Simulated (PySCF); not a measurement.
**Sc(OH)2: structure of the doublet**

Aim: relax Sc(OH)2 as a doublet from a linear start, check by its vibrations whether the end is a minimum, and collect its spectrum and constants.

The runs use PySCF 2.14.0; PBE, basis Sc def2-SVP, O def2-SVP, H def2-SVP, no relativity, density fitting.

### 1 The starting structure

5 atoms, charge 0, spin multiplicity 2.

Bond lengths: Sc1–O2 2.110 Å, Sc1–O3 2.110 Å, O2–H4 0.960 Å, O3–H5 0.960 Å. Angles: O2–Sc1–O3 180.0°, Sc1–O2–H4 130.0°, Sc1–O3–H5 130.0°.

Coordinates in bohr (charge 0 multiplicity 2):
```
Sc    0.0000    0.0000    0.0000
O     0.0000    0.0000    3.9873
O     0.0000    0.0000   -3.9873
H    -1.3897    0.0000    5.1535
H     1.3897    0.0000   -5.1535
```

### 2 The SCF at the typed geometry

One driver script runs all steps and calls PySCF; scf.py shows how it sets up the SCF of each step. The optimiser is the driver's own. After this first run the driver tries any further starts and a stability analysis.

scf.py reads:

```python
from pyscf import gto, scf, dft
mol = gto.M(atom='''
Sc     0.000000     0.000000     0.000000
O      0.000000     0.000000     2.110000
O      0.000000     0.000000    -2.110000
H     -0.735400     0.000000     2.727100
H      0.735400     0.000000    -2.727100''',
    basis={'Sc': 'def2-SVP', 'O': 'def2-SVP', 'H': 'def2-SVP'},
    charge=0, spin=1)
mf = dft.UKS(mol, xc='PBE')
mf.grids.atom_grid = (50, 194)
aux = {'Sc': 'def2-universal-JKFIT', 'O': 'def2-universal-JKFIT', 'H': 'def2-universal-JKFIT'}
mf = mf.density_fit(auxbasis=aux)
mf.conv_tol = 1e-08
mf.diis_space = 10
mf.max_cycle = 60
mf.init_guess = 'minao'
mf.verbose = 4
mf.kernel()
```

The run is started by

```bash
$ OMP_NUM_THREADS=2 python axn.py task.json out
```

Further steps of the session: Relaxing the doublet from the linear start; Hessian and properties; Leaving the saddle point; Is it a minimum? Harmonic modes.

Q: Predict the outcome of this session. Wanted: minimum; geometry; wavenumbers; dipole moment; highest occupied, lowest empty level; polar-tensor charge of Sc1; zero-point energy; atomisation energy; ⟨S²⟩.

The runs gave:

| quantity | value |
| --- | --- |
| minimum | doublet, C2v |
| geometry | O–H 0.969 Å (×2), Sc–O 1.840 Å (×2); H–O–Sc 153.9° (×2), O–Sc–O 122.1° |
| wavenumbers (cm⁻¹) | 126 (a1), 297 (b2), 323 (a2), 366 (a1), 380 (b1), 725 (a1), 755 (b2), 3830 (b2), 3832 (a1) |
| dipole moment | 1.14 D |
| highest occupied, lowest empty level (either spin) | -3.10, -2.04 eV |
| polar-tensor charge of Sc1 | +0.93 e |
| zero-point energy | 63.6 kJ/mol |
| entropy at 298.15 K | 297.5 J/(mol K) |
| atomisation energy (no zero-point energy) | 1963 kJ/mol |
| ⟨S²⟩ | 0.751 |

What this shows: From C2h at the start the molecule goes to a C2v minimum, after a stop at a second-order saddle point 25.4 kJ/mol higher, from which it was pushed off along an imaginary mode. In the infrared the band at 380 cm⁻¹ (b1) leads. Most of the spin sits on Sc1 (Mulliken spin 1.05, against 1 for the whole molecule). Other starts or spin states, not run here, may lie lower. One determinant may miss the lowest occupation of an open d or f shell.
